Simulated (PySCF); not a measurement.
**Ways to converge the SCF of Sn2 (triplet)**

Aim: find out which solver settings change the answer for Sn2 (triplet).

Method: method and basis as typed in the scripts; program: PySCF 2.14.0.

## Step 1: Starting geometry

Sn2 (triplet): 2 atoms, charge 0, spin multiplicity 3.

Bond lengths: Sn1–Sn2 2.430 Å.

## Step 2: The run that the others are compared with

input.py reads:

```python
from pyscf import gto, scf

mol = gto.M(
    atom='Sn 0 0 0; Sn 0 0 2.43',
    basis='def2-svp',
    ecp={'Sn': 'def2-svp'},
    charge=0,
    spin=2,
    verbose=4,
)
mf = scf.UHF(mol)
mf.kernel()
mf.nuc_grad_method().kernel()
mf.dip_moment()
print('orbital energies (hartree):', [e[max(0, n-3):n+3].round(4) for e, n in zip(mf.mo_energy, mol.nelec)])
```

The run is started by

```sh
> OMP_NUM_THREADS=1 python input.py
```

Its log is not repeated here.

Base result: E(SCF) = -426.678382 Eh, 10 cycles, ⟨S²⟩ = 2.011, μ = 0.00 D, gradient on the second atom -0.0980 Eh/bohr.

The bond length is a typed value, not an optimised one. The triplet is typed in the script; nothing here shows that it is the ground state.

## Step 3: Level shift 0.1 hartree

Run 1 changes level shift: none → 0.1 hartree.

input.py reads:

```python
from pyscf import gto, scf

mol = gto.M(
    atom='Sn 0 0 0; Sn 0 0 2.43',
    basis='def2-svp',
    ecp={'Sn': 'def2-svp'},
    charge=0,
    spin=2,
    verbose=4,
)
mf = scf.UHF(mol)
mf.level_shift = 0.1
mf.kernel()
mf.nuc_grad_method().kernel()
mf.dip_moment()
print('orbital energies (hartree):', [e[max(0, n-3):n+3].round(4) for e, n in zip(mf.mo_energy, mol.nelec)])
```

The run is started by

```sh
> OMP_NUM_THREADS=1 python input.py
```

## Step 4: Second-order solver on

Run 2 changes second-order solver: off → on.

input.py, as its differences from that of step 2:

```diff
@@ -11,2 +11,3 @@
 mf = scf.UHF(mol)
+mf = mf.newton()
 mf.kernel()
```

## Step 5: Point-group symmetry on

Run 3 changes point-group symmetry: off → on.

input.py, as its differences from that of step 2:

```diff
@@ -8,2 +8,3 @@
     spin=2,
+    symmetry=True,
     verbose=4,
```

## Step 6: Convergence threshold 1e-05 hartree

Run 4 changes convergence threshold: default → 1e-05 hartree.

input.py, as its differences from that of step 2:

```diff
@@ -11,2 +11,3 @@
 mf = scf.UHF(mol)
+mf.conv_tol = 1e-05
 mf.kernel()
```

Before running it: what results should come out? Wanted: for each run, E(SCF); from base; gap, α spin.

The runs gave:

| run | E(SCF) (hartree) | from base (eV) | cycles | gap, α spin (eV) |
| --- | --- | --- | --- | --- |
| base | -426.678382 | 0 | 10 | 7.48 |
| level shift 0.1 hartree | -426.672182 | +0.1687 | 11 | 7.21 |
| second-order solver on | -426.678382 | 0.0000 | 3 macro | 7.48 |
| point-group symmetry on | -426.678382 | 0.0000 | 10 | 7.48 |
| convergence threshold 1e-05 hartree | -426.678382 | 0.0000 | 6 | 7.48 |

Distance from each run's final energy (log10 hartree) by cycle:

| run | cycle 1 | cycle 2 | cycle 3 | cycle 5 | cycle 8 | cycle 12 |
| --- | --- | --- | --- | --- | --- | --- |
| base | -0.1 | -1.2 | -2.9 | -5.3 | -8.8 | done |
| level shift 0.1 hartree | -0.1 | -1.5 | -2.8 | -4.4 | -7.3 | done |
| second-order solver on | -1.9 | -10.4 | < -11 | done | done | done |
| point-group symmetry on | -0.1 | -1.2 | -2.9 | -5.3 | -8.8 | done |
| convergence threshold 1e-05 hartree | -0.1 | -1.2 | -2.9 | -5.4 | done | done |

**Reading.** With second-order solver on or point-group symmetry on or convergence threshold 1e-05 hartree the SCF ends at the base energy. With level shift 0.1 hartree the SCF ends in another solution, 0.17 eV higher: the path to self-consistency decides the state here.
